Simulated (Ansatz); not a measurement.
# FH8NSi3: up Jacob's ladder to CCSD(T)

An exercise on one series of results from a longer session: the logs are not shown, and one member is left open.

The runs use Ansatz 0.2.0, Gaussian basis; functionals in def2-TZVPP, the program's frozen cores in correlated methods.

Levels to be run: PBE-D4, r2SCAN-D4, PBE0-D4, B3LYP-D4, ωB97X-V, ωB97M-V, B2PLYP; CCSD(T)/def2-TZVPP; MP2/def2-QZVPP; extrapolation to the limit.

## Structure used throughout

All runs share one geometry, relaxed beforehand with PBE0-D4 in a triple-zeta def2 set.

SMILES `F[SiH2]N[SiH2][SiH3]`, 13 atoms, charge 0, spin multiplicity 1.

Atoms are counted from 1 here; the program's logs count them from 0.

Bond lengths: F1–Si2 1.602 Å, Si2–N3 1.706 Å, Si2–H6 1.480 Å, Si2–H7 1.478 Å, N3–Si4 1.740 Å, N3–H8 1.011 Å, Si4–Si5 2.344 Å, Si4–H9 1.487 Å, Si4–H10 1.491 Å, Si5–H11 1.487 Å, Si5–H12 1.490 Å, Si5–H13 1.489 Å. Angles: F1–Si2–N3 112.5°, F1–Si2–H6 106.1°, F1–Si2–H7 106.4°, N3–Si2–H6 109.2°, N3–Si2–H7 108.9°, H6–Si2–H7 113.8°, Si2–N3–Si4 127.7°, Si2–N3–H8 115.7°, Si4–N3–H8 116.0°, N3–Si4–Si5 111.8°, N3–Si4–H9 106.1°, N3–Si4–H10 110.7°, Si5–Si4–H9 110.5°, Si5–Si4–H10 109.1°, H9–Si4–H10 108.5°, Si4–Si5–H11 110.6°, Si4–Si5–H12 109.6°, Si4–Si5–H13 110.7° and more.

The first run:

in.yaml

```yaml
crystal:
  periodic: [false, false, false]
  atoms:
    - {symbol: F, position_ang: [-2.466806, 1.527624, 0.372801]}
    - {symbol: Si, position_ang: [-1.042157, 1.829695, 1.039972]}
    - {symbol: N, position_ang: [-0.004344, 0.475941, 1.002404]}
    - {symbol: Si, position_ang: [1.036279, -0.032181, -0.295754]}
    - {symbol: Si, position_ang: [0.345791, -2.074935, -1.213760]}
    - {symbol: H, position_ang: [-1.317306, 2.194422, 2.448164]}
    - {symbol: H, position_ang: [-0.434919, 2.921182, 0.249495]}
    - {symbol: H, position_ang: [-0.100613, -0.172221, 1.772333]}
    - {symbol: H, position_ang: [0.976662, 1.045077, -1.318951]}
    - {symbol: H, position_ang: [2.444690, -0.160056, 0.176001]}
    - {symbol: H, position_ang: [-0.999768, -1.941824, -1.833187]}
    - {symbol: H, position_ang: [0.270217, -3.105193, -0.139875]}
    - {symbol: H, position_ang: [1.312574, -2.542430, -2.244743]}
basis:
  gaussian: {orbitals: def2-TZVPP}
hamiltonian: {xc: pbe, dispersion: d4}
output: {forces: true, orbitals: {seedname: orbitals}}
```

Launch:

```
> ansatz run in.yaml --threads 4 --pin off --events-out ev --progress --plain --max-ram 10444MiB
```

Among the steps run: PBE-D4 (GGA); r2SCAN-D4 (meta-GGA); PBE0-D4 (hybrid); B3LYP-D4 (hybrid); ωB97X-V (range-separated); ωB97M-V (range-separated); B2PLYP (double hybrid); CCSD(T) in def2-TZVPP; MP2 in def2-QZVPP.

One of the session's tables, all rows but one given; the rest of the session is left out.

```
            method  atomisation energy (kJ/mol)
            PBE-D4                       4217.3
         r2SCAN-D4                       4229.2
           PBE0-D4                       4183.3
          B3LYP-D4                       4244.2
           ωB97X-V                       4283.0
           ωB97M-V                       4252.5
            B2PLYP                       4189.2
     HF/def2-TZVPP                       3164.9
    MP2/def2-TZVPP                       4146.7
   CCSD/def2-TZVPP                       4090.5
CCSD(T)/def2-TZVPP                       4134.3
           MP2/CBS                       4271.9
       CCSD(T)/CBS                            ?
```

Q: Estimate the row for CCSD(T)/CBS from the others.

As computed: atomisation energy (kJ/mol): 4259.5. In the column «atomisation energy (kJ/mol)» it lies between ωB97M-V (4252.5) and MP2/CBS (4271.9).

Limits of these values: Free atoms (1 F, 3 Si, 1 N, 8 H) were run apart at each level; the atomisation energy is their sum less the molecule, without zero-point or spin-orbit terms.
